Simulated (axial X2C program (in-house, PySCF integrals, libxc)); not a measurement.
# A two-component session on WB: properties at the nuclei

Wanted for WB: properties at the nuclei, at the two-component level.

Computed with an in-house X2C program for linear molecules on PySCF integrals. Level: two-component X2C with atomic mean-field terms, W dyall-cv3z, B dyall-v3z.

All values are calculated.

## Step 1: The job

Input file task.json:

```json
{
 "zs": [
  74,
  5
 ],
 "q": 0,
 "bas": [
  "dyall-cv3z",
  "dyall-v3z"
 ],
 "r0": 2.22,
 "levels": [
  "PBE0",
  "HF",
  "r2SCAN",
  "BHandHLYP",
  "BP86"
 ],
 "nst": 3
}
```

Keys: zs atomic numbers; q charge; bas basis sets; r0 starting distance in Å; levels methods (HF also brings MP2); nst determinants followed.

The run is started by

```sh
$ python soeom.py task.json out
```

Further steps of the session: Expectation values, lowest determinant; Expectation values, a higher determinant; Expectation values, a higher determinant.

**Question.** What will these runs give? Wanted: lowest determinant; Eeff magnitude; Ws magnitude W; A∥/gI W; qzz W; higher determinant (for each run or level that gives them).

**Answer**, as computed:

| quantity | value |
| --- | --- |
| lowest determinant | Ω = 5/2 (excess of +ω over −ω: ω = 5/2) |
| Eeff magnitude (GV/cm), PBE0 | 29.3 |
| Ws magnitude W (kHz), PBE0 | 10.7 |
| A∥/gI W (MHz), PBE0 | 1480 |
| qzz W (a.u.), PBE0 | -1.83 |
| higher determinant | Ω = 7/2 (excess of +ω over −ω: 2 × ω = 1/2, ω = 5/2) |
| Eeff magnitude (GV/cm), PBE0, higher determinant | 19.6 |
| Ws magnitude W (kHz), PBE0, higher determinant | 5.09 |
| A∥/gI W (MHz), PBE0, higher determinant | 1760 |
| qzz W (a.u.), PBE0, higher determinant | -0.55 |
| higher determinant | Ω = 3/2 (excess of +ω over −ω: ω = 1/2, ω = -3/2, ω = 5/2) |
| Eeff magnitude (GV/cm), PBE0, higher determinant | 20.7 |
| Ws magnitude W (kHz), PBE0, higher determinant | 12.3 |
| A∥/gI W (MHz), PBE0, higher determinant | 3850 |
| qzz W (a.u.), PBE0, higher determinant | -0.42 |

In the first state, the effective field runs from 17.2 to 65.3 GV/cm over the mean-field levels, so the levels don't agree on it. The expectation values come from single determinants, which for open shells can mix terms of unlike spin or miss the lowest Ω, so a determinant need not be a state. Eeff is the effective electric field on the electron dipole moment in this Ω state and Ws the scalar–pseudoscalar constant (defined with the proton number Z and per Ω); A∥ is the parallel hyperfine constant, which follows by multiplying with the nuclear g factor gI = μI/(I μN); qzz is the electric field gradient, eQq0 = 234.96 MHz × Q/barn × qzz; μ is positive if B is the positive end. The operators were transformed with the bare-nucleus X2C matrices. A second determinant lies within 0.1 eV of the first.
